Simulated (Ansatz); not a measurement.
**Zn2B: from a guess to a relaxed structure**

The task: take a trial cell of Zn2B to zero force and stress.

Method: DFT PBE, scalar-relativistic, plane waves, PAW, in Ansatz 0.2.0.

## Step 1: The structure to begin with

Symmetry: Fm-3m, No. 225, cubic system. The conventional cell has a = 5.491 Å, b = 5.491 Å, c = 5.491 Å, α = 90.00°, β = 90.00°, γ = 90.00°. Around Zn (site symmetry -43m) lie 4 B at 2.38 Å. Around B (site symmetry m-3m) lie 8 Zn at 2.38 Å.

Coordinates:

```
CELL_PARAMETERS angstrom
0.00000 2.74547 2.74547
2.74547 0.00000 2.74547
2.74547 2.74547 0.00000
ATOMIC_POSITIONS crystal
Zn 0.25000 0.25000 0.25000
Zn 0.75000 0.75000 0.75000
B 0.50000 0.50000 0.50000
```

The cell is invented: random cell by space group and Wyckoff sites (Fm-3m, No. 225). The dimensions are guesses.

## Step 2: A first look at the guess

The input, input.yaml:

```yaml
crystal:
  lattice:
    - [0.0, 2.74547043, 2.74547043]
    - [2.74547043, 0.0, 2.74547043]
    - [2.74547043, 2.74547043, 0.0]
  atoms:
    - { symbol: Zn, position: [0.25, 0.25, 0.25] }
    - { symbol: Zn, position: [0.75, 0.75, 0.75] }
    - { symbol: B, position: [0.5, 0.5, 0.5] }
basis:
  ecutwfc: 420
kpoints:
  mp_grid: { grid: [6, 6, 6] }
hamiltonian:
  xc: pbe
scf:
  occupations: { method: gaussian, width: 0.1 }
  lower_state_search: "off"
output:
  forces: true
  stress: true
  eigenvalues: true
```

Launch:

```
$ ansatz run input.yaml --threads 1 --pin off --max-ram 2048MiB --backend cpu --events-out ev --progress --plain --runs-dir out
```

The program printed, shortened:

```text
[...]
SCF converged after 6 iterations
Free energy (F): -6792.811984 eV
[...]
E sigma→0 (E₀):  -6792.806452 eV
Entropy (-TS):   -0.011064 eV (-3.688 meV/atom)
Fermi energy:    8.791194 eV
[...]
--- Forces (eV/Å), atoms counted from 1 ---
  atom   1  Zn     0.00000000    -0.00000000     0.00000000
  atom   2  Zn     0.00000000    -0.00000000    -0.00000000
  atom   3  B     -0.00000000     0.00000000    -0.00000000
[...]
--- Stress (GPa, compression-positive) ---
       -9.741680      -0.000000      -0.000000
        0.000000      -9.741680       0.000000
       -0.000000      -0.000000      -9.741680
  P = ⅓ Tr σ = -9.7417 GPa (-97.417 kbar)
--- Band table (eV; the first three rows and the last of 16) ---
  k-point 0: bands = ["-1.6714", "1.4512", "1.4512", "1.4512", "1.5016", "1.5016", "2.4160", "2.4160", "2.4160", "2.6845", "2.6845", "10.9198", "10.9198", "10.9198", "12.6429", "13.1823", "13.1823", "13.1823"]
[...]
```

Wall time 0.61 s (1 thread of Intel Xeon Platinum 8559C (Emerald Rapids), shared host); peak memory 0.35 GiB.

Read-out: pressure -9.7 GPa, largest force 0.00 eV/Å, gap on this mesh none (metal). A cheap, loose relaxation comes first.

## Step 3: Rough relaxation on the coarse mesh

Changes to input.yaml since step 2:

```diff
@@ -22 +22,6 @@
   eigenvalues: true
+relax:
+  adjacent_minimum: "off"
+  f_tol: 0.04
+  max_steps: 70
+  cell: { stress_tol: 0.4 }
```

Launch:

```
$ ansatz run input.yaml --threads 1 --pin off --max-ram 2048MiB --backend cpu --events-out ev --progress --plain --runs-dir out
```

The program printed:

```text
Warning: RAYON_NUM_THREADS=1 ignored (pool sized by the plan → 1); use --threads N
Engine: ansatz 0.2.0, x86_64-unknown-linux-gnu
Pseudopotentials: kind: paw
Pseudopotential: Zn, paw, valence charge 12, recommended cutoff 420 eV (normal), Zn.paw.azcp
Pseudopotential: B, paw, valence charge 3, recommended cutoff 420 eV (normal), B.paw.azcp
Functional definition: PBE
  parameter kappa = 0.804
  parameter beta = 0.06672455060314922
  exchange = pbe_x(kappa = kappa, mu = beta*pi^2/3)
  correlation = pbe_c(beta = beta)
Crystal: 3 atoms, lattice volume = 41.389 Å³
Basis set: ecut = 420 eV, 869 PW (Γ), exchange–correlation on 54×54×54 points (8 copies of the dense FFT grid, shifted against one another)
Bands: 18, of which v1, the nominal top of the filled ones, is band 14 counted from 1 (13 counted from 0)
Symmetry: 48 space group operations
Space group: Fm-3m (ITA 225), of the structure as read, at distance tolerance 3.5e-5 Å
k-points: 16 of 216
Non-local potential: Zn, projectors of the file, l = 0: 2, l = 1: 2, l = 2: 3, l = 3: 1
Non-local potential: B, projectors of the file, l = 0: 2, l = 1: 2, l = 2: 1
PAW form: soft (Blöchl's): semilocal exchange-correlation on the pseudo side does not see the compensation charge
PAW one-centre angular grid: Zn, 590 points (default); XC on 64 Gauss nodes
PAW one-centre angular grid: B, 110 points (default); XC on 64 Gauss nodes
Initial density: superposition of atomic densities (neutral atoms: chi_scale 0, normalization atom), corrected by the library's trained network
Initial wavefunctions: pseudopotential atomic-orbital guess
Functional: x = pbe(κ = 0.804, μ = 0.2195149727645171), c = pbe(β = 0.06672455060314922)
SCF iter   1: F=—  HF=-6792.811412 eV  |F-HF|=—  |Δ(HF+E_count)|=         —  Δρ=1.42e-3  dr2=1.45e-3  ethr=1.77e-3  ⟨swp⟩=5.4  Hψ=1314  notcnv=0
preconditioner: auto → none  [insulator: Δε(μ)=0.632 eV  Ē_g=11.264 eV  σ=0.100 eV  W_gap=0.81  n_scr=14 (ndim 8)  ℏωp=30.0 eV  f_vac=0.009  D(μ)=2.21/eV (n_scr^D=14)  ε∞_Penn≈8.1]
SCF iter   2: F=—  HF=-6792.811865 eV  |F-HF|=—  |Δ(HF+E_count)|=   4.53e-4  Δρ=5.18e-4  dr2=7.73e-5  ethr=5.37e-6  ⟨swp⟩=2.2  Hψ=640  notcnv=0
SCF iter   3: F=—  HF=-6792.811948 eV  |F-HF|=—  |Δ(HF+E_count)|=   8.29e-5  Δρ=2.47e-4  dr2=1.78e-5  ethr=2.86e-7  ⟨swp⟩=2.0  Hψ=476  notcnv=0
SCF iter   4: F=—  HF=-6792.811978 eV  |F-HF|=—  |Δ(HF+E_count)|=   3.03e-5  Δρ=1.85e-4  dr2=8.81e-6  ethr=6.61e-8  ⟨swp⟩=2.0  Hψ=487  notcnv=0
iter 5 did not close the SCF: its close was put off for the readings that it lacked (scf_convergence_deferred on its scf_iter line)
SCF iter   5: F=-6792.811984 eV  HF=-6792.811984 eV  |F-HF|=7.14e-8  |Δ(HF+E_count)|=   5.73e-6  Δρ=1.36e-5  dr2=5.39e-8  ethr=3.26e-8  ⟨swp⟩=2.0  Hψ=482  notcnv=0
SCF iter   6: F=-6792.811984 eV  HF=-6792.811984 eV  |F-HF|=1.13e-9  |Δ(HF+E_count)|=   1.03e-7  Δρ=3.35e-6  dr2=6.67e-9  ethr=2.00e-10  ⟨swp⟩=3.9  Hψ=1222  notcnv=0
SCF 1 converged in 6 iterations: F = -6792.811984 eV  dr2 = 6.67e-9
relax step   1: F+E_penalty+E_count = -6792.81198409 eV  Δ(F+E_penalty+E_count) = +0.000e0 eV  max|allowed force component| = 1.234e-17 eV/Å  Δτ_max = 0.0000 Å  P = -9.742 GPa  Ω = 41.389 Å³  (6 SCF iters, dr2 threshold 1.00e-7 eV, accepted)
Crystal: 3 atoms, lattice volume = 38.236 Å³
Basis set: ecut = 420 eV, 725 PW (Γ), exchange–correlation on 54×54×54 points (8 copies of the dense FFT grid, shifted against one another)
Initial density: handed on by an earlier stage of this run
Initial wavefunctions: those handed on with the density
iter 1 solved again at ethr=2.11e-4 eV; its pass at ethr=3.10e-3 eV (dr2=5.69e-2 eV) is discarded
SCF iter   1: F=—  HF=-6792.968406 eV  |F-HF|=—  |Δ(HF+E_count)|=         —  Δρ=1.16e-2  dr2=5.75e-2  ethr=2.11e-4  ⟨swp⟩=1.1  Hψ=1746  notcnv=0
preconditioner: auto → none  [insulator: Δε(μ)=0.563 eV  Ē_g=11.588 eV  σ=0.100 eV  W_gap=0.59  n_scr=14 (ndim 8)  ℏωp=31.2 eV  f_vac=0.001  D(μ)=1.56/eV (n_scr^D=14)  ε∞_Penn≈8.3]
SCF iter   2: F=—  HF=-6792.956402 eV  |F-HF|=—  |Δ(HF+E_count)|=   1.20e-2  Δρ=6.22e-3  dr2=1.08e-2  ethr=2.11e-4  ⟨swp⟩=2.0  Hψ=565  notcnv=0
SCF iter   3: F=—  HF=-6792.950530 eV  |F-HF|=—  |Δ(HF+E_count)|=   5.87e-3  Δρ=1.45e-3  dr2=5.38e-4  ethr=4.01e-5  ⟨swp⟩=2.1  Hψ=668  notcnv=0
SCF iter   4: F=—  HF=-6792.950386 eV  |F-HF|=—  |Δ(HF+E_count)|=   1.44e-4  Δρ=3.59e-4  dr2=3.71e-5  ethr=1.99e-6  ⟨swp⟩=2.5  Hψ=495  notcnv=0
SCF iter   5: F=—  HF=-6792.950376 eV  |F-HF|=—  |Δ(HF+E_count)|=   9.84e-6  Δρ=6.32e-5  dr2=1.37e-6  ethr=1.37e-7  ⟨swp⟩=2.4  Hψ=483  notcnv=0
SCF iter   6: F=-6792.950377 eV  HF=-6792.950377 eV  |F-HF|=2.35e-9  |Δ(HF+E_count)|=   1.39e-6  Δρ=1.10e-5  dr2=2.45e-8  ethr=1.11e-9  ⟨swp⟩=7.1  Hψ=1466  notcnv=0
SCF 2 converged in 6 iterations: F = -6792.950377 eV  dr2 = 2.45e-8
relax step   2: F+E_penalty+E_count = -6792.95037725 eV  Δ(F+E_penalty+E_count) = -1.384e-1 eV  max|allowed force component| = 3.178e-17 eV/Å  Δτ_max = 0.0000 Å  P = -3.508 GPa  Ω = 38.236 Å³  energy of the carried Pulay correction = +2.684e-3 eV  (6 SCF iters, dr2 threshold 3.00e-7 eV, accepted)
Crystal: 3 atoms, lattice volume = 36.665 Å³
iter 1 solved again at ethr=6.89e-5 eV; its pass at ethr=3.10e-3 eV (dr2=1.86e-2 eV) is discarded
SCF iter   1: F=—  HF=-6792.970529 eV  |F-HF|=—  |Δ(HF+E_count)|=         —  Δρ=6.83e-3  dr2=1.88e-2  ethr=6.89e-5  ⟨swp⟩=1.1  Hψ=1696  notcnv=0
preconditioner: auto → none  [insulator: Δε(μ)=0.532 eV  Ē_g=11.942 eV  σ=0.100 eV  W_gap=0.55  n_scr=14 (ndim 8)  ℏωp=31.9 eV  f_vac=0.001  D(μ)=1.29/eV (n_scr^D=14)  ε∞_Penn≈8.1]
SCF iter   2: F=—  HF=-6792.966459 eV  |F-HF|=—  |Δ(HF+E_count)|=   4.07e-3  Δρ=3.53e-3  dr2=3.27e-3  ethr=6.89e-5  ⟨swp⟩=2.0  Hψ=564  notcnv=0
SCF iter   3: F=—  HF=-6792.964684 eV  |F-HF|=—  |Δ(HF+E_count)|=   1.77e-3  Δρ=8.89e-4  dr2=1.92e-4  ethr=1.21e-5  ⟨swp⟩=2.1  Hψ=610  notcnv=0
SCF iter   4: F=—  HF=-6792.964625 eV  |F-HF|=—  |Δ(HF+E_count)|=   5.93e-5  Δρ=2.11e-4  dr2=1.20e-5  ethr=7.11e-7  ⟨swp⟩=2.6  Hψ=490  notcnv=0
SCF iter   5: F=—  HF=-6792.964622 eV  |F-HF|=—  |Δ(HF+E_count)|=   2.39e-6  Δρ=4.00e-5  dr2=5.05e-7  ethr=4.44e-8  ⟨swp⟩=2.1  Hψ=460  notcnv=0
SCF iter   6: F=-6792.964623 eV  HF=-6792.964623 eV  |F-HF|=2.89e-9  |Δ(HF+E_count)|=   5.69e-7  Δρ=6.20e-6  dr2=7.46e-9  ethr=1.11e-9  ⟨swp⟩=6.7  Hψ=1403  notcnv=0
SCF 3 converged in 6 iterations: F = -6792.964623 eV  dr2 = 7.46e-9
relax step   3: F+E_penalty+E_count = -6792.96462300 eV  Δ(F+E_penalty+E_count) = -1.425e-2 eV  max|allowed force component| = 6.168e-17 eV/Å  Δτ_max = 0.0000 Å  P = +1.093 GPa  Ω = 36.665 Å³  energy of the carried Pulay correction = +4.103e-3 eV  (6 SCF iters, dr2 threshold 3.00e-7 eV, accepted)
Crystal: 3 atoms, lattice volume = 37.026 Å³
iter 1 solved again at ethr=3.79e-6 eV; its pass at ethr=3.10e-3 eV (dr2=1.02e-3 eV) is discarded
SCF iter   1: F=—  HF=-6792.965787 eV  |F-HF|=—  |Δ(HF+E_count)|=         —  Δρ=1.65e-3  dr2=1.11e-3  ethr=3.79e-6  ⟨swp⟩=2.3  Hψ=1608  notcnv=0
preconditioner: auto → none  [insulator: Δε(μ)=0.552 eV  Ē_g=11.995 eV  σ=0.100 eV  W_gap=0.55  n_scr=14 (ndim 8)  ℏωp=31.7 eV  f_vac=0.003  D(μ)=1.32/eV (n_scr^D=14)  ε∞_Penn≈8.0]
SCF iter   2: F=—  HF=-6792.965542 eV  |F-HF|=—  |Δ(HF+E_count)|=   2.45e-4  Δρ=8.42e-4  dr2=1.88e-4  ethr=3.79e-6  ⟨swp⟩=2.0  Hψ=491  notcnv=0
SCF iter   3: F=—  HF=-6792.965432 eV  |F-HF|=—  |Δ(HF+E_count)|=   1.10e-4  Δρ=2.19e-4  dr2=1.18e-5  ethr=6.95e-7  ⟨swp⟩=2.0  Hψ=489  notcnv=0
SCF iter   4: F=—  HF=-6792.965428 eV  |F-HF|=—  |Δ(HF+E_count)|=   3.42e-6  Δρ=5.10e-5  dr2=7.09e-7  ethr=4.38e-8  ⟨swp⟩=2.6  Hψ=499  notcnv=0
SCF iter   5: F=-6792.965428 eV  HF=-6792.965428 eV  |F-HF|=3.00e-8  |Δ(HF+E_count)|=   1.55e-7  Δρ=9.93e-6  dr2=3.10e-8  ethr=1.11e-9  ⟨swp⟩=5.8  Hψ=1343  notcnv=0
SCF 4 converged in 5 iterations: F = -6792.965428 eV  dr2 = 3.10e-8
relax step   4: F+E_penalty+E_count = -6792.96542827 eV  Δ(F+E_penalty+E_count) = -8.053e-4 eV  max|allowed force component| = 2.776e-17 eV/Å  Δτ_max = 0.0000 Å  P = -0.073 GPa  Ω = 37.026 Å³  energy of the carried Pulay correction = +3.771e-3 eV  (5 SCF iters, dr2 threshold 3.00e-7 eV, accepted)
Initial wavefunctions: pseudopotential atomic-orbital guess (no wavefunctions were taken with the density)
iter 1 solved again at ethr=5.01e-8 eV; its pass at ethr=3.10e-3 eV (dr2=1.35e-5 eV) is discarded
SCF iter   1: F=—  HF=-6792.962347 eV  |F-HF|=—  |Δ(HF+E_count)|=         —  Δρ=2.17e-4  dr2=4.67e-6  ethr=5.01e-8  ⟨swp⟩=3.2  Hψ=2229  notcnv=0
preconditioner: auto → none  [insulator: Δε(μ)=0.550 eV  Ē_g=11.972 eV  σ=0.100 eV  W_gap=0.55  n_scr=14 (ndim 8)  ℏωp=31.7 eV  f_vac=0.002  D(μ)=1.32/eV (n_scr^D=14)  ε∞_Penn≈8.0]
SCF iter   2: F=—  HF=-6792.962346 eV  |F-HF|=—  |Δ(HF+E_count)|=   3.84e-7  Δρ=3.01e-4  dr2=1.59e-5  ethr=1.73e-8  ⟨swp⟩=2.1  Hψ=506  notcnv=0
SCF iter   3: F=—  HF=-6792.962348 eV  |F-HF|=—  |Δ(HF+E_count)|=   1.15e-6  Δρ=9.68e-5  dr2=2.66e-6  ethr=1.73e-8  ⟨swp⟩=2.0  Hψ=498  notcnv=0
SCF iter   4: F=—  HF=-6792.962348 eV  |F-HF|=—  |Δ(HF+E_count)|=   5.08e-8  Δρ=1.16e-5  dr2=2.73e-8  ethr=9.84e-9  ⟨swp⟩=2.0  Hψ=491  notcnv=0
SCF iter   5: F=—  HF=-6792.962348 eV  |F-HF|=—  |Δ(HF+E_count)|=   9.89e-9  Δρ=4.50e-6  dr2=2.57e-9  ethr=1.01e-10  ⟨swp⟩=2.1  Hψ=407  notcnv=0
SCF iter   6: F=-6792.962348 eV  HF=-6792.962348 eV  |F-HF|=8.19e-12  |Δ(HF+E_count)|=   3.33e-9  Δρ=2.20e-7  dr2=6.05e-12  ethr=7.11e-12  ⟨swp⟩=4.4  Hψ=1005  notcnv=0
SCF 5 converged in 6 iterations: F = -6792.962348 eV  dr2 = 6.05e-12
relax step   5: F+E_penalty+E_count = -6792.96234769 eV  Δ(F+E_penalty+E_count) = +3.081e-3 eV  max|allowed force component| = 1.850e-17 eV/Å  Δτ_max = 0.0000 Å  P = -0.122 GPa  Ω = 37.026 Å³  stress off target by 1.22e-1 GPa  SCF on the basis re-selected at this cell (its energy is not comparable with the rows above)  (6 SCF iters)
basis re-selected at this cell: Δ(F+E_penalty+E_count) = +3.081e-3 eV, ΔP = -0.048 GPa vs the last step (what re-selecting the basis moved, of the pressure what is left beyond the Pulay correction that the steps carried, after the strain that the cell walked since its last selection, with what the two solves' SCF thresholds leave and, on support functions, any second-order correction that the steps lacked; it is no measure of the basis error at this ecutwfc). This SCF's stress stands 1.22e-1 GPa from its target on what of the cell is left free (relax.cell.stress_tol is 4.00e-1 GPa) and its largest allowed force component is 1.85e-17 eV/Å (relax.f_tol is 4.00e-2 eV/Å): within both
SCF converged after 6 iterations
Free energy (F): -6792.962348 eV
Harris-Foulkes:  -6792.962348 eV  (|F-HF|=8.19e-12)
Internal energy: -6792.955726 eV  (E = F + TS)
E sigma→0 (E₀):  -6792.959037 eV
Entropy (-TS):   -0.006621 eV (-2.207 meV/atom)
Fermi energy:    10.361384 eV
--- Per-component energies (eV) ---
  E_band       = 108.628108
  E_kinetic    = 307.700128
  E_local      = -3217.677033  (includes V_loc(G=0)·N_el)
  E_nonlocal   = 1231.316800
  E_hartree    = 1356.652331
  E_xc         = -307.582278
  E_vxc        = -143.573363  (∫ρ·V_xc dr)
  E_paw        = -3726.108438  (= ΣΔE_a)
  E_vpaw       = -782.442398  (= ΣTr[D̂ρ^β])
  E_aug_tail   = -0.000785  (compensation charges beyond the density's cutoff)
  E_ewald      = -2437.256450
  E_smearing   = -0.006621  (= −TS)
  E_closure    = -0.000000  (closes the sum)
  Σ components = -6792.962348   (vs F -6792.962348, Δ=0.00e0)
--- Forces (eV/Å), atoms counted from 1 ---
  atom   1  Zn    -0.00000000    -0.00000000    -0.00000000
  atom   2  Zn    -0.00000000    -0.00000000     0.00000000
  atom   3  B     -0.00000000    -0.00000000     0.00000000
  max |Σ_I F_I| component: 5.55e-17 eV/Å
--- Stress (GPa, compression-positive) ---
       -0.121612       0.000000       0.000000
        0.000000      -0.121612       0.000000
        0.000000       0.000000      -0.121612
  P = ⅓ Tr σ = -0.1216 GPa (-1.216 kbar)
--- Band table (eV; the first three rows and the last of 16) ---
  k-point 0: bands = ["-0.9747", "2.5923", "2.5923", "2.5923", "2.6833", "2.6833", "3.8142", "3.8142", "3.8142", "4.1417", "4.1417", "12.6305", "12.6305", "12.6305", "14.8981", "14.9291", "14.9291", "14.9291"]
  k-point 1: bands = ["-0.5775", "2.6140", "2.6571", "2.6571", "2.7833", "2.7833", "3.7497", "3.7639", "3.7639", "4.0204", "4.0204", "10.0382", "12.0165", "12.0165", "14.4835", "15.7772", "15.7772", "16.4332"]
  k-point 2: bands = ["0.4851", "2.7415", "2.8449", "2.8449", "3.0351", "3.0351", "3.6129", "3.6129", "3.6435", "3.7178", "3.7178", "6.6595", "11.3627", "11.3627", "14.0393", "16.1205", "16.1205", "17.9437"]
  k-point 15: bands = ["1.7589", "2.5910", "2.8883", "2.9987", "3.0657", "3.3781", "3.4971", "3.5984", "3.7643", "3.7668", "5.0791", "6.1632", "7.0570", "7.3442", "14.7100", "15.0307", "18.8405", "19.0284"]
--- Relaxed structure (4 steps of the walk, 4 accepted, 1 SCFs on fresh bases) ---
  F+E_penalty+E_count = -6792.96234769 eV   max|allowed force component| = 1.850e-17 eV/Å   (the final SCF, on the basis selected at the relaxed cell)
  cell:  # Å, volume = 37.0260 Å³
    - [-4.076297626316471e-34, 2.645406662692041, 2.645406662692041]
    - [2.645406662692041, -7.643058049343384e-34, 2.645406662692041]
    - [2.645406662692041, 2.645406662692041, 6.878752244409047e-34]
  atoms:
    - { symbol: Zn, position: [0.24999999999999997, 0.24999999999999997, 0.24999999999999997] }
    - { symbol: Zn, position: [0.7499999999999998, 0.7499999999999998, 0.7499999999999998] }
    - { symbol: B, position: [0.49999999999999994, 0.49999999999999994, 0.49999999999999994] }
```

Wall time 2.9 s (1 thread of Intel Xeon Platinum 8559C (Emerald Rapids), shared host); peak memory 0.36 GiB.

Relaxation path:

| step | E - E(step 1) (eV/cell) | largest force component (eV/Å) | pressure (GPa) | volume (Å³) |
| --- | --- | --- | --- | --- |
| 1 | 0.0000 | 0.0000 | -9.74 | 41.39 |
| 2 | -0.1384 | 0.0000 | -3.51 | 38.24 |
| 3 | -0.1526 | 0.0000 | 1.09 | 36.66 |
| 4 | -0.1534 | 0.0000 | -0.07 | 37.03 |
| 5 | -0.1504 | 0.0000 | -0.12 | 37.03 |

Step 1 is the start. Step 5 repeats the geometry before it on a plane-wave basis chosen anew for that cell, so its energy need not be comparable with the rows above.

Lengths and angles in the start's conventional setting:

|  | before | after | change |
| --- | --- | --- | --- |
| a (Å) | 5.491 | 5.291 | -3.6 % |
| b (Å) | 5.491 | 5.291 | -3.6 % |
| c (Å) | 5.491 | 5.291 | -3.6 % |
| volume (Å³/atom) | 13.80 | 12.34 | -10.5 % |
| shortest distance (Å) | 2.378 | 2.291 | -3.6 % |
| space group (0.01 Å) | Fm-3m | Fm-3m | same |

The run keeps the 48 symmetry operations of the start, so it could not have lowered the symmetry.

(Part 1 of 2 ends here.)
